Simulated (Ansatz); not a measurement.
**Trisilylamine (Si3NH9): up Jacob's ladder to CCSD(T)**

One table from this session's results is given with a row withheld; the runs are named, their logs left out.

Program: Ansatz 0.2.0, Gaussian basis. Level of theory: functionals in def2-TZVPP, the program's frozen cores in correlated methods. These are calculated values, not measurements.

The runs, in order: LDA (SPW92), PBE-D4, revPBE-D4, BLYP-D4, r2SCAN-D4, B97M-V, PBE0-D4, B3LYP-D4, r2SCANh-D4, r2SCAN0-D4, HSE06-D4, BHLYP-D4, CAM-B3LYP-D4, LC-ωPBE, ωB97X-V, ωB97M-V, B2PLYP, PBE-QIDH; CCSD(T)/def2-SVP; CCSD(T)/def2-TZVPP; MP2/def2-QZVPP; extrapolation to the limit; RPA on PBE.

## Structure used throughout

An earlier PBE0-D4 in a triple-zeta def2 set relaxation fixed the geometry.

SMILES `[SiH3]N([SiH3])[SiH3]`, 13 atoms, charge 0, spin multiplicity 1.

Atoms are counted from 1 here; the program's logs count them from 0.

Bond lengths: Si1–N2 1.740 Å, Si1–H5 1.485 Å, Si1–H6 1.485 Å, Si1–H7 1.489 Å, N2–Si3 1.740 Å, N2–Si4 1.740 Å, Si3–H8 1.485 Å, Si3–H9 1.489 Å, Si3–H10 1.485 Å, Si4–H11 1.485 Å, Si4–H12 1.485 Å, Si4–H13 1.489 Å. Angles: N2–Si1–H5 108.9°, N2–Si1–H6 108.9°, N2–Si1–H7 112.2°, H5–Si1–H6 110.4°, H5–Si1–H7 108.2°, H6–Si1–H7 108.2°, Si1–N2–Si3 119.8°, Si1–N2–Si4 119.8°, Si3–N2–Si4 119.9°, N2–Si3–H8 108.9°, N2–Si3–H9 112.2°, N2–Si3–H10 108.9°, H8–Si3–H9 108.2°, H8–Si3–H10 110.4°, H9–Si3–H10 108.2°, N2–Si4–H11 108.9°, N2–Si4–H12 108.9°, N2–Si4–H13 112.2° and more.

Set-up of the first run:

Contents of in.yaml:

```yaml
crystal:
  periodic: [false, false, false]
  atoms:
    - {symbol: Si, position_ang: [-0.529725, 1.425902, -0.832638]}
    - {symbol: N, position_ang: [-0.073912, -0.008430, 0.040225]}
    - {symbol: Si, position_ang: [0.779181, 0.134044, 1.549754]}
    - {symbol: Si, position_ang: [-0.260969, -1.569179, -0.705281]}
    - {symbol: H, position_ang: [-1.700745, 1.114165, -1.691059]}
    - {symbol: H, position_ang: [-0.870707, 2.494189, 0.140910]}
    - {symbol: H, position_ang: [0.567731, 1.925588, -1.706113]}
    - {symbol: H, position_ang: [0.527321, -1.083388, 2.361840]}
    - {symbol: H, position_ang: [2.249323, 0.267860, 1.354989]}
    - {symbol: H, position_ang: [0.294381, 1.342423, 2.264039]}
    - {symbol: H, position_ang: [-1.477626, -1.554057, -1.556650]}
    - {symbol: H, position_ang: [-0.386140, -2.597758, 0.358438]}
    - {symbol: H, position_ang: [0.902292, -1.926058, -1.563553]}
basis:
  gaussian: {orbitals: def2-TZVPP}
hamiltonian: {xc: lda}
output: {orbitals: {seedname: orbitals}}
```

Started as:

```console
$ ansatz run in.yaml --threads 4 --pin off --events-out ev --progress --plain --max-ram 10444MiB
```

Steps of the session up to this table: LDA; PBE-D4 (GGA); revPBE-D4 (GGA); BLYP-D4 (GGA); r2SCAN-D4 (meta-GGA); B97M-V (meta-GGA); PBE0-D4 (hybrid); B3LYP-D4 (hybrid); r2SCANh-D4 (hybrid); r2SCAN0-D4 (hybrid); HSE06-D4 (hybrid); BHLYP-D4 (hybrid); CAM-B3LYP-D4 (range-separated); LC-ωPBE (range-separated); ωB97X-V (range-separated); ωB97M-V (range-separated); B2PLYP (double hybrid); PBE-QIDH (double hybrid).

One table of the session follows, with a row left open; its other results are not shown here.

It belongs to the step «Orbital energies across the functionals». 

| functional | HOMO (eV) | gap (eV) |
| --- | --- | --- |
| LDA (SPW92) | -6.53 | 4.98 |
| PBE-D4 | -6.47 | 5.20 |
| revPBE-D4 | -6.44 | 5.30 |
| BLYP-D4 | -6.34 | 5.28 |
| r2SCAN-D4 | -6.76 | 5.84 |
| B97M-V | -6.96 | 5.80 |
| PBE0-D4 | -7.74 | 7.34 |
| B3LYP-D4 | -7.53 | 6.97 |
| r2SCANh-D4 | -7.23 | 6.60 |
| r2SCAN0-D4 | -7.95 | 7.74 |
| HSE06-D4 | -7.35 | 6.57 |
| BHLYP-D4 | -8.95 | 9.49 |
| CAM-B3LYP-D4 | -9.08 | 9.73 |
| LC-ωPBE | ? | ? |
| ωB97X-V | -10.11 | 11.73 |
| ωB97M-V | -10.00 | 11.31 |

Q: Estimate the row for LC-ωPBE from the others.

The run gave: HOMO (eV): -10.43; gap (eV): 12.20. In the column «HOMO (eV)» it is the lowest.
